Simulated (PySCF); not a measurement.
# C₈H₄N₂Se: NMR shieldings with heavy atoms

Computed with PySCF 2.14.0 and routines of our own; the level stands in each step. Atoms count from 0.

## (1) The starting structure

15 atoms, charge 0, multiplicity 1; geometry from: GFN2-xTB.

## (2) Optimising the geometry at PBE0-D3(BJ)/def2-SVP

What the job is given:

```
{"job": {"xc": "PBE0", "basis": "def2-SVP", "d3": "d3bj", "grid": 1, "maxiter": 30, "shake": 0.01, "kind": "geom"}, "charge": 0, "multiplicity": 1}
N      4.210280     1.027330     0.932880
C      3.619900     0.179930     0.433790
Se     2.756240    -1.217540    -0.360660
C      1.002200    -0.566120    -0.200090
C      0.658900     0.645010     0.381210
C     -0.660220     1.059080     0.467760
C     -1.659240     0.237790    -0.038710
C     -3.003340     0.659610     0.037300
N     -4.115250     0.992660     0.125720
C     -1.354600    -0.987390    -0.619540
C     -0.043760    -1.388790    -0.697510
H      1.450820     1.283560     0.792150
H     -0.935970     2.010760     0.915690
H     -2.155220    -1.608760    -1.015770
H      0.213920    -2.344500    -1.161460
```

Started as:

```console
$ OMP_NUM_THREADS=1 python heavy_run.py task.json out
```

The driver reads the jobs from task.json and runs them one after another.

**Question.** How long does this first job take on 1 thread of Arm Neoverse V2, shared host, and how much memory does it need?

About 2.9 min, with a peak of 0.9 GiB.
